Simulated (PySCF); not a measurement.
**BI: a composite coupled-cluster curve**

An exercise on one series of results from a longer session: the logs are not shown, and one member is left open.

Program: PySCF 2.14.0. Level of theory: CCSD(T) on RHF, scalar-relativistic core potentials. These are calculated values, not measurements.

2 further runs of the same task are left out: 2 set aside as unsound or not needed.

Set-up of the first run:

```yaml
molecule: BI
state: singlet, unpaired electrons none
smaller_basis: B cc-pVTZ, I cc-pVTZ-PP with ECP28
larger_basis: B cc-pVQZ, I cc-pVQZ-PP with ECP28
frozen_core_orbitals: 10
extrapolation: correlation as n⁻³ (n = 3, 4), Hartree–Fock as (n+1)·exp(−9√n)
corrections: core–valence correlation
distances_Å: 1.8915, 1.9774, 2.0634, 2.1494, 2.2354, 2.3428, 2.4503
masses_u: 11.0093, 126.9045
dissociation_limit: B + I
```

On the command line:

```
OMP_NUM_THREADS=4 python comp.py task.json out
```

One table of the session follows, with a row left open; its other results are not shown here.

Parts of the energy along the bond, in eV from B + I:

```
 R (Å)  HF/CBS  CCSD corr.      (T)  core–valence
1.8915  -1.585      -1.304  -0.2113       -0.1277
1.9774  -1.958      -1.289  -0.2127       -0.1004
2.0634  -2.147      -1.277  -0.2144       -0.0789
2.1494  -2.205      -1.265  -0.2162       -0.0607
2.2354  -2.172      -1.255  -0.2180       -0.0484
2.3428       ?           ?        ?             ?
2.4503  -1.852      -1.231  -0.2227       -0.0253
```

Q: Estimate the row for R (Å) = 2.3428 from the others.

Worked estimate for «HF/CBS». A straight line through the neighbours (2.2354, -2.172) and (2.4503, -1.852) gives -2.172 + (-1.852 + 2.172) × (2.3428 − 2.2354) / (2.4503 − 2.2354) = -2.012; a parabola fitted to 3 rows on both sides gives -2.054.

The run gave: HF/CBS: -2.043; CCSD corr.: -1.243; (T): -0.2204; core–valence: -0.0353. In «HF/CBS» the line misses by +0.031 and the parabola by -0.011.
